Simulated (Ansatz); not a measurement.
**CH10N2Si2: a ladder of functionals and wavefunction methods**

The task here is to estimate one member of a computed series from the others.

Computed with Ansatz 0.2.0, Gaussian basis. Level: functionals in def2-TZVPP, the program's frozen cores in correlated methods.

Plan: PBE-D4, r2SCAN-D4, PBE0-D4, B3LYP-D4, ωB97X-V, ωB97M-V, B2PLYP; CCSD(T)/def2-TZVPP; MP2/def2-QZVPP; extrapolation to the limit.

## The geometry

All runs share one geometry, relaxed beforehand with PBE0-D4 in a triple-zeta def2 set.

SMILES `CN[SiH2][SiH2]N`, 15 atoms, charge 0, spin multiplicity 1.

Atoms are counted from 1 here; the program's logs count them from 0.

Bond lengths: C1–N2 1.449 Å, C1–H6 1.093 Å, C1–H7 1.094 Å, C1–H8 1.099 Å, N2–Si3 1.720 Å, N2–H9 1.008 Å, Si3–Si4 2.345 Å, Si3–H10 1.489 Å, Si3–H11 1.504 Å, Si4–N5 1.733 Å, Si4–H12 1.500 Å, Si4–H13 1.489 Å, N5–H14 1.009 Å, N5–H15 1.008 Å. Angles: N2–C1–H6 109.6°, N2–C1–H7 110.9°, N2–C1–H8 113.5°, H6–C1–H7 107.3°, H6–C1–H8 107.4°, H7–C1–H8 108.0°, C1–N2–Si3 123.4°, C1–N2–H9 113.5°, Si3–N2–H9 117.2°, N2–Si3–Si4 110.8°, N2–Si3–H10 107.1°, N2–Si3–H11 114.8°, Si4–Si3–H10 110.7°, Si4–Si3–H11 106.9°, H10–Si3–H11 106.4°, Si3–Si4–N5 108.7°, Si3–Si4–H12 108.1°, Si3–Si4–H13 111.8° and more.

Set-up of the first run:

in.yaml reads:

```yaml
crystal:
  periodic: [false, false, false]
  atoms:
    - {symbol: C, position_ang: [-0.805745, 0.796039, 1.716021]}
    - {symbol: N, position_ang: [0.465832, 0.102700, 1.690613]}
    - {symbol: Si, position_ang: [0.915792, -1.004400, 0.453532]}
    - {symbol: Si, position_ang: [0.687262, -0.025522, -1.665132]}
    - {symbol: N, position_ang: [-0.998808, 0.211514, -1.988247]}
    - {symbol: H, position_ang: [-1.124803, 1.012776, 0.693193]}
    - {symbol: H, position_ang: [-0.717022, 1.753211, 2.238391]}
    - {symbol: H, position_ang: [-1.609011, 0.220906, 2.196396]}
    - {symbol: H, position_ang: [0.862707, -0.041704, 2.605774]}
    - {symbol: H, position_ang: [2.331966, -1.390789, 0.705626]}
    - {symbol: H, position_ang: [0.123023, -2.282479, 0.433014]}
    - {symbol: H, position_ang: [1.406461, -0.889334, -2.657680]}
    - {symbol: H, position_ang: [1.332449, 1.314862, -1.726461]}
    - {symbol: H, position_ang: [-1.268226, 0.741374, -2.803183]}
    - {symbol: H, position_ang: [-1.623677, -0.569957, -1.862455]}
basis:
  gaussian: {orbitals: def2-TZVPP}
hamiltonian: {xc: pbe, dispersion: d4}
output: {forces: true, orbitals: {seedname: orbitals}}
```

Run with:

```bash
ansatz run in.yaml --threads 2 --pin off --events-out ev --progress --plain --max-ram 32768MiB --backend cuda --devices 0, --max-vram 18GiB
```

Steps of the session up to this table: PBE-D4 (GGA); r2SCAN-D4 (meta-GGA); PBE0-D4 (hybrid); B3LYP-D4 (hybrid); ωB97X-V (range-separated); ωB97M-V (range-separated); B2PLYP (double hybrid); CCSD(T) in def2-TZVPP; MP2 in def2-QZVPP.

One of the session's tables, all rows but one given; the rest of the session is left out.

| method | atomisation energy (kJ/mol) |
| --- | --- |
| PBE-D4 | 5083.2 |
| r2SCAN-D4 | 5021.7 |
| PBE0-D4 | 5021.2 |
| B3LYP-D4 | 5065.5 |
| ωB97X-V | 5082.1 |
| ωB97M-V | 5061.3 |
| B2PLYP | ? |
| HF/def2-TZVPP | 3625.2 |
| MP2/def2-TZVPP | 4909.0 |
| CCSD/def2-TZVPP | 4840.5 |
| CCSD(T)/def2-TZVPP | 4900.2 |
| MP2/CBS | 5057.1 |
| CCSD(T)/CBS | 5048.3 |

Estimate the missing values for B2PLYP.

The run gave: atomisation energy (kJ/mol): 4985.2. In the column «atomisation energy (kJ/mol)» it lies between MP2/def2-TZVPP (4909.0) and PBE0-D4 (5021.2).

To keep in mind: Free atoms (1 C, 2 N, 2 Si, 10 H) were run apart at each level; the atomisation energy is their sum less the molecule, without zero-point or spin-orbit terms.
